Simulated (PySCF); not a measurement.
# AlH3 in PySCF: further runs, part 2 of 2

PySCF 2.14.0. Earlier steps stand in the parts before.

**3. Atomic charges, LC-wPBE+D3(BJ) (atoms moved at random, drawn with an rms of 0.05 Å)**

The input, run.py:

```python
import json
import numpy as np
from pyscf.pbc import gto, scf, dft, df
from pyscf.pbc.tools import pyscf_ase
from ase.io import read

atoms = read('POSCAR')
cell = pyscf_ase.cell_from_ase(atoms)
cell.basis = 'cc-pvdz'
cell.exp_to_discard = 0
cell.precision = 1e-08
cell.max_memory = 2520  # MB
cell.verbose = 4
cell.build()

res = {}
from pyscf.dispersion import dftd3
d = dftd3.DFTD3Dispersion(cell, xc='lcwpbe', version='d3bj', atm=False).get_dispersion(grad=True)
print('dispersion energy = %.10f' % d['energy'])
res['e_disp'] = float(d['energy'])

kpts = cell.make_kpts([1, 1, 1])
mf = dft.KRKS(cell, kpts, xc='HYB_GGA_XC_LC_WPBE', exxdiv='ewald')
mf = mf.density_fit()
mf.with_df._cderi = 'cderi.h5'  # three-centre integrals saved by an earlier run on this cell, basis and mesh
mf.conv_tol = 1e-07
mf.max_cycle = 60

mf.kernel()
res.update(converged=bool(mf.converged), e_tot=mf.e_tot, nelec=cell.nelectron, nao=cell.nao, mesh=list(map(int, cell.mesh)), a=cell.lattice_vectors().tolist(), coords=cell.atom_coords().tolist(),
           mo_energy=[np.real(x).tolist() for x in mf.mo_energy], mo_occ=[np.real(x).tolist() for x in mf.mo_occ])
res.update(kpts=cell.get_scaled_kpts(kpts).tolist())
res['parts'] = {k: float(np.real(v)) for k, v in mf.scf_summary.items() if np.isscalar(v)}
json.dump(res, open('results.json', 'w'))
if not mf.converged:
    raise SystemExit('SCF not converged')

print('levels (eV)')
for i, kp in enumerate(res['kpts'][:40]):
    print('k %7.4f %7.4f %7.4f  ' % tuple(kp), ' '.join('%.3f' % (x * 27.211386) for x in res['mo_energy'][i][:13]))

# Mulliken populations
dm, s = np.asarray(mf.make_rdm1()), np.asarray(mf.get_ovlp())
sites = cell.aoslice_by_atom()[:, 2:]
tot = np.einsum('kij,kji->i', dm, s).real / len(kpts)
res['mulliken'] = [cell.atom_charge(i) - tot[a0:a1].sum() for i, (a0, a1) in enumerate(sites)]
print('Mulliken charges', np.round(res['mulliken'], 5))
res['meta_lowdin'] = mf.mulliken_meta()[1].tolist()
res['done'] = True
json.dump(res, open('results.json', 'w'))
```

The input, POSCAR:

```
AlH3
1.0
   12.0000000000      0.0000000000      0.0000000000
    0.0000000000     11.0000000000      0.0000000000
    0.0000000000      0.0000000000     12.0000000000
Al H
1 3
Direct
    0.5287730000      0.5057090000      0.5072300000
    0.5728710000      0.5703210000      0.6158490000
    0.4129660000      0.4383430000      0.5177260000
    0.5881540000      0.5203120000      0.3942080000
```

Potentials or basis: cc-pvdz (all-electron).

Command:

```bash
$ OMP_NUM_THREADS=2 python -u run.py > log
```

Log:

```text
Discarded 0 diffused primitive functions, 0 contracted functions

PySCF version 2.14.0

[INPUT] verbose = 4
[INPUT] num. atoms = 4
[INPUT] num. electrons = 16
[INPUT] charge = 0
[INPUT] spin (= nelec alpha-beta = 2S) = 0
[INPUT] symmetry False subgroup None
[INPUT] Mole.unit = angstrom
[INPUT] Symbol           X                Y                Z      unit          X                Y                Z       unit  Magmom
[INPUT]  1 Al     6.345276000000   5.562799000000   6.086760000000 AA   11.990833824776  10.512166596004  11.502309385958 Bohr   0.0
[INPUT]  2 H      6.874452000000   6.273531000000   7.390188000000 AA   12.990831536469  11.855255423969  13.965431329047 Bohr   0.0
[INPUT]  3 H      4.955592000000   4.821773000000   6.212712000000 AA    9.364711665086   9.111830404822  11.740324170799 Bohr   0.0
[INPUT]  4 H      7.057848000000   5.723432000000   4.730496000000 AA   13.337399748809  10.815718972572   8.939341873351 Bohr   0.0

nuclear repulsion = -2.59774387752581
number of shells = 14
number of NR pGTOs = 62
number of NR cGTOs = 33
basis = cc-pvdz
ecp = {}
lattice vectors  a1 [22.676713495, 0.000000000, 0.000000000]
                 a2 [0.000000000, 20.786987370, 0.000000000]
                 a3 [0.000000000, 0.000000000, 22.676713495]
dimension = 3
low_dim_ft_type = None
Cell volume = 10689.4
exp_to_discard = 0
rcut = 30.633849935932602 (nimgs = [2 2 2])
precision = 1e-08
pseudo = None
ke_cutoff = 3244932.333875959
    = [18391 16859 18391] mesh (5702200704779 PWs)
dispersion energy = -0.0010382470

******** <class 'pyscf.pbc.dft.krks.KRKS'> ********
method = KRKS
initial guess = minao
damping factor = 0
level_shift factor = 0
DIIS = <class 'pyscf.scf.diis.CDIIS'>
diis_start_cycle = 1
diis_space = 8
diis_damp = 0
SCF conv_tol = 1e-07
SCF conv_tol_grad = None
SCF max_cycles = 60
direct_scf = True
direct_scf_tol = 1e-13

******** PBC SCF flags ********
N kpts = 1
Exchange divergence treatment (exxdiv) = ewald
    madelung (= occupied orbital energy shift) = 0.1284725335167638
    Total energy shift due to Ewald probe charge = -1/2 * Nelec*madelung = -1.02778026813
DF object = <pyscf.pbc.df.df.GDF object>
XC functionals = HYB_GGA_XC_LC_WPBE
small_rho_cutoff = 0
radial grids:
    Treutler-Ahlrichs [JCP 102, 346 (1995); DOI:10.1063/1.469408] (M4) radial grids

becke partition: Becke, JCP 88, 2547 (1988); DOI:10.1063/1.454033
pruning grids: <function nwchem_prune>
grids dens level: 3
symmetrized grids: False
atomic radii adjust function: <function treutler_atomic_radii_adjust>
Set gradient conv threshold to 0.000316228

******** <class 'pyscf.pbc.df.rsdf_builder._RSNucBuilder'> ********
mesh = [43 41 43] (75809 PWs)
ke_cutoff = 16.92809565338868
omega = 0.5174598520920043
exclude_d_aux = False
exclude_dd_block = True
j2c_eig_always = False
has_long_range = True
tot grids = 48581
cell vol = 10689.3618  sum(weights) = 10838.2014
nelec by numeric integration = 15.997026073748694

WARN: Function deprecated. Call pbc.df.rsdf_builder.estimate_ke_cutoff_for_omega instead.

Create RSH-DF object <pyscf.pbc.df.aft.AFTDF object> for omega=0.4
init E= -243.376877002233
  HOMO = -0.185668497412  LUMO = -0.0292603252225  gap/eV = 4.25608
nelec by numeric integration = 16.00000128045611

WARN: Function deprecated. Call pbc.df.rsdf_builder.estimate_ke_cutoff_for_omega instead.

Create RSH-DF object <pyscf.pbc.df.aft.AFTDF object> for omega=0.4
cycle= 1 E= -244.06578890556  delta_E= -0.689  |g|= 0.227  |ddm|= 1.16
  HOMO = -0.422492658437  LUMO = 0.0160404173068  gap/eV = 11.93309
nelec by numeric integration = 16.000001219414727

WARN: Function deprecated. Call pbc.df.rsdf_builder.estimate_ke_cutoff_for_omega instead.

Create RSH-DF object <pyscf.pbc.df.aft.AFTDF object> for omega=0.4
cycle= 2 E= -244.107474665364  delta_E= -0.0417  |g|= 0.0559  |ddm|= 0.463
  HOMO = -0.410710428151  LUMO = 0.0147364473845  gap/eV = 11.57700
nelec by numeric integration = 16.00000120230228

WARN: Function deprecated. Call pbc.df.rsdf_builder.estimate_ke_cutoff_for_omega instead.

Create RSH-DF object <pyscf.pbc.df.aft.AFTDF object> for omega=0.4
cycle= 3 E= -244.109828535072  delta_E= -0.00235  |g|= 0.0124  |ddm|= 0.146
  HOMO = -0.409038222386  LUMO = 0.0179157750119  gap/eV = 11.61801
nelec by numeric integration = 16.00000119668085

WARN: Function deprecated. Call pbc.df.rsdf_builder.estimate_ke_cutoff_for_omega instead.

Create RSH-DF object <pyscf.pbc.df.aft.AFTDF object> for omega=0.4
cycle= 4 E= -244.109964495932  delta_E= -0.000136  |g|= 0.00148  |ddm|= 0.0442
  HOMO = -0.409406280525  LUMO = 0.0177173854409  gap/eV = 11.62263
nelec by numeric integration = 16.000001196110063

WARN: Function deprecated. Call pbc.df.rsdf_builder.estimate_ke_cutoff_for_omega instead.

Create RSH-DF object <pyscf.pbc.df.aft.AFTDF object> for omega=0.4
cycle= 5 E= -244.109966168677  delta_E= -1.67e-06  |g|= 0.000266  |ddm|= 0.00531
  HOMO = -0.40941214484  LUMO = 0.0176928405  gap/eV = 11.62212
nelec by numeric integration = 16.00000119599302

WARN: Function deprecated. Call pbc.df.rsdf_builder.estimate_ke_cutoff_for_omega instead.

Create RSH-DF object <pyscf.pbc.df.aft.AFTDF object> for omega=0.4
cycle= 6 E= -244.109966248665  delta_E= -8e-08  |g|= 3.41e-05  |ddm|= 0.00107
  HOMO = -0.409404503273  LUMO = 0.0176974782663  gap/eV = 11.62204
nelec by numeric integration = 16.000001195981017

WARN: Function deprecated. Call pbc.df.rsdf_builder.estimate_ke_cutoff_for_omega instead.

Create RSH-DF object <pyscf.pbc.df.aft.AFTDF object> for omega=0.4
Extra cycle  E= -244.109966249779  delta_E= -1.11e-09  |g|= 1.21e-05  |ddm|= 6.48e-05
converged SCF energy = -244.109966249779
levels (eV)
k  0.0000  0.0000  0.0000   -1513.534 -113.217 -75.107 -74.811 -74.803 -15.006 -11.392 -11.140 0.482 3.809 3.963 4.192 6.819
Mulliken charges [ 0.33988 -0.11454 -0.11499 -0.11035]
 ** Mulliken pop on meta-lowdin orthogonal AOs **
 ** Mulliken pop  **
pop of  0 Al 1s           1.99999
pop of  0 Al 2s           1.99972
pop of  0 Al 3s           1.01274
pop of  0 Al 4s           0.00490
pop of  0 Al 2px          1.99981
pop of  0 Al 2py          1.99974
pop of  0 Al 2pz          1.99983
pop of  0 Al 3px          0.55682
pop of  0 Al 3py          0.22289
pop of  0 Al 3pz          0.72058
pop of  0 Al 4px          0.00864
pop of  0 Al 4py          0.00342
pop of  0 Al 4pz          0.01178
pop of  0 Al 3dxy         0.00240
pop of  0 Al 3dyz         0.00224
pop of  0 Al 3dz^2        0.00492
pop of  0 Al 3dxz         0.00453
pop of  0 Al 3dx2-y2      0.00100
pop of  1 H 1s            1.14373
pop of  1 H 2s            0.00077
pop of  1 H 2px           0.00040
pop of  1 H 2py           0.00072
pop of  1 H 2pz           0.00245
pop of  2 H 1s            1.14350
pop of  2 H 2s            0.00074
pop of  2 H 2px           0.00269
pop of  2 H 2py           0.00073
pop of  2 H 2pz           0.00010
pop of  3 H 1s            1.14305
pop of  3 H 2s            0.00102
pop of  3 H 2px           0.00090
pop of  3 H 2py           0.00008
pop of  3 H 2pz           0.00316
 ** Mulliken atomic charges  **
charge of    0Al =      0.44403
charge of    1H =     -0.14806
charge of    2H =     -0.14776
charge of    3H =     -0.14821
```

It took 26 s on 2 threads of Intel Xeon at 2.70GHz, shared host; peak memory 1.6 GiB.

What came out:

```
Free energy                     : -6642.5988 eV
Gap between the frontier levels : 11.62 eV
Meta-löwdin charges             : Al +0.44; H -0.15 e
Dispersion energy per atom      : -0.007 eV
```

Levels at points of the mesh, in eV from the valence-band top:
| k point | band 6 | band 7 | band 8 | band 9 | band 10 |
| --- | --- | --- | --- | --- | --- |
| (0.00, 0.00, 0.00) | -3.87 | -0.25 | 0.00 | 11.62 | 14.95 |

Caveat: this is a molecule in a periodic box at the Γ point, so its band gap is the HOMO-LUMO gap; the energy listed adds the dispersion energy to the SCF energy of the log; population charges move with the basis; the basis of atomic orbitals isn't converged, which shifts pressures, moduli and gaps.

**4. Atomic charges, B97-D+D3(BJ) (atoms moved at random, drawn with an rms of 0.05 Å)**

run.py: that of step 3 with these lines changed.

```diff
@@ -17,3 +17,3 @@
 from pyscf.dispersion import dftd3
-d = dftd3.DFTD3Dispersion(cell, xc='lcwpbe', version='d3bj', atm=False).get_dispersion(grad=True)
+d = dftd3.DFTD3Dispersion(cell, xc='b97d', version='d3bj', atm=False).get_dispersion(grad=True)
 print('dispersion energy = %.10f' % d['energy'])
@@ -22,3 +22,3 @@
 kpts = cell.make_kpts([1, 1, 1])
-mf = dft.KRKS(cell, kpts, xc='HYB_GGA_XC_LC_WPBE', exxdiv='ewald')
+mf = dft.KRKS(cell, kpts, xc='GGA_XC_B97_D')
 mf = mf.density_fit()
```

POSCAR is that of step 3.

Command:

```bash
$ OMP_NUM_THREADS=2 python -u run.py > log
```

It took 4.8 s on 2 threads of Intel Xeon at 2.70GHz, shared host; peak memory 0.77 GiB.

The run converged. Its results:

```yaml
Free_energy: -6644.5795 eV
Gap_between_the_frontier_levels: 4.78 eV
Meta-löwdin_charges: Al +0.44; H -0.15 e
Dispersion_energy_per_atom: -0.021 eV
```

Levels at points of the mesh, in eV from the valence-band top:
```tsv
k point	band 6	band 7	band 8	band 9	band 10
(0.00, 0.00, 0.00)	-3.07	-0.22	0.00	4.78	8.04
```

Caveat: this is a molecule in a periodic box at the Γ point, so its band gap is the HOMO-LUMO gap; the energy listed adds the dispersion energy to the SCF energy of the log; population charges move with the basis; the basis of atomic orbitals isn't converged, which shifts pressures, moduli and gaps.

**5. Atomic charges, B3LYP+D3 (atoms moved at random, drawn with an rms of 0.05 Å)**

run.py: that of step 4 with these lines changed.

```diff
@@ -17,3 +17,3 @@
 from pyscf.dispersion import dftd3
-d = dftd3.DFTD3Dispersion(cell, xc='b97d', version='d3bj', atm=False).get_dispersion(grad=True)
+d = dftd3.DFTD3Dispersion(cell, xc='b3lyp', version='d3zero', atm=False).get_dispersion(grad=True)
 print('dispersion energy = %.10f' % d['energy'])
@@ -22,3 +22,3 @@
 kpts = cell.make_kpts([1, 1, 1])
-mf = dft.KRKS(cell, kpts, xc='GGA_XC_B97_D')
+mf = dft.KRKS(cell, kpts, xc='b3lyp', exxdiv='ewald')
 mf = mf.density_fit()
```

POSCAR is that of step 4.

Command:

```bash
$ OMP_NUM_THREADS=2 python -u run.py > log
```

It took 4.7 s on 2 threads of Intel Xeon at 2.70GHz, shared host; peak memory 0.77 GiB.

The run converged. Its results:

- Free energy: -6645.5000 eV
- Gap between the frontier levels: 6.29 eV
- Meta-löwdin charges: Al +0.44; H -0.15 e
- Dispersion energy per atom: -0.003 eV

Levels at points of the mesh, in eV from the valence-band top:
```tsv
k point	band 6	band 7	band 8	band 9	band 10	band 11	band 12
(0.00, 0.00, 0.00)	-3.35	-0.23	0.00	6.29	9.63	9.77	10.05
```

Caveat: this is a molecule in a periodic box at the Γ point, so its band gap is the HOMO-LUMO gap; the energy listed adds the dispersion energy to the SCF energy of the log; population charges move with the basis; the basis of atomic orbitals isn't converged, which shifts pressures, moduli and gaps.

**6. Summary**

```csv
level,three-body dispersion term,exxdiv,three-centre integrals,gap on the mesh (eV)
PBE,-,-,-,4.63
LC-wPBE+D3(BJ),no,ewald,read from an earlier run's file,11.62
B97-D+D3(BJ),no,-,read from an earlier run's file,4.78
B3LYP+D3,no,ewald,read from an earlier run's file,6.29
```

Alike in all rows: task atomic charges; potentials or basis cc-pvdz (all-electron); no spin polarisation; cell atoms moved at random, drawn with an rms of 0.05 Å; k mesh 1 × 1 × 1; smearing fixed.

Caveats: this is a molecule in a periodic box at the Γ point, so its band gap is the HOMO-LUMO gap; the basis of atomic orbitals isn't converged, which shifts pressures, moduli and gaps.

Total energies depend on the potentials used, so only differences within one code and one set of settings carry meaning.
